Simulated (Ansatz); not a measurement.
**CH4BFO: small, medium and large basis sets**

The task here is to estimate one member of a computed series from the others.

The runs use Ansatz 0.2.0, Gaussian basis; one geometry, several basis sets.

Levels to be run: PBE0-D4/def2-SVP; ωB97M-V/def2-SVP; PBE0-D4/def2-QZVPP; ωB97M-V/def2-QZVPP; the functionals' def2-TZVPP values are taken from earlier runs.

### The geometry

All runs share one geometry, relaxed beforehand with PBE0-D4 in a triple-zeta def2 set.

SMILES `OCBF`, 8 atoms, charge 0, spin multiplicity 1.

Atoms are counted from 1 here; the program's logs count them from 0.

Bond lengths: O1–C2 1.408 Å, O1–H5 0.959 Å, C2–B3 1.560 Å, C2–H6 1.105 Å, C2–H7 1.105 Å, B3–F4 1.317 Å, B3–H8 1.201 Å. Angles: C2–O1–H5 108.9°, O1–C2–B3 113.4°, O1–C2–H6 112.5°, O1–C2–H7 112.5°, B3–C2–H6 106.7°, B3–C2–H7 106.6°, H6–C2–H7 104.5°, C2–B3–F4 121.5°, C2–B3–H8 120.7°, F4–B3–H8 117.8°.

Set-up of the first run:

File in.yaml:

```yaml
crystal:
  periodic: [false, false, false]
  atoms:
    - {symbol: O, position_ang: [-1.240479, 0.762554, -0.169274]}
    - {symbol: C, position_ang: [0.117869, 0.425000, -0.013594]}
    - {symbol: B, position_ang: [0.368617, -1.112004, 0.076042]}
    - {symbol: F, position_ang: [-0.622888, -1.976734, 0.007249]}
    - {symbol: H, position_ang: [-1.319117, 1.717475, -0.217297]}
    - {symbol: H, position_ang: [0.563052, 0.872021, 0.893711]}
    - {symbol: H, position_ang: [0.744177, 0.799850, -0.843376]}
    - {symbol: H, position_ang: [1.480968, -1.545363, 0.210840]}
basis:
  gaussian: {orbitals: def2-SVP}
hamiltonian: {xc: pbe0, dispersion: d4}
output: {orbitals: {seedname: orbitals}}
```

Among the steps run: PBE0-D4 in def2-SVP; ωB97M-V in def2-SVP; PBE0-D4 in def2-QZVPP; ωB97M-V in def2-QZVPP.

One of the session's tables, all rows but one given; the rest of the session is left out.

It belongs to the step «Density functionals: the series». 

```
functional       basis  HOMO (eV)  LUMO (eV)
   PBE0-D4    def2-SVP      -7.86      -0.29
   PBE0-D4  def2-TZVPP      -8.19      -0.47
   PBE0-D4  def2-QZVPP          ?          ?
   ωB97M-V    def2-SVP     -10.31       1.84
   ωB97M-V  def2-TZVPP     -10.64       1.49
   ωB97M-V  def2-QZVPP     -10.70       1.31
```

Q: Estimate the row for PBE0-D4, def2-QZVPP from the others.

The run gave: HOMO (eV): -8.25; LUMO (eV): -0.53. In the column «HOMO (eV)» it lies between ωB97M-V, def2-SVP (-10.31) and PBE0-D4, def2-TZVPP (-8.19).
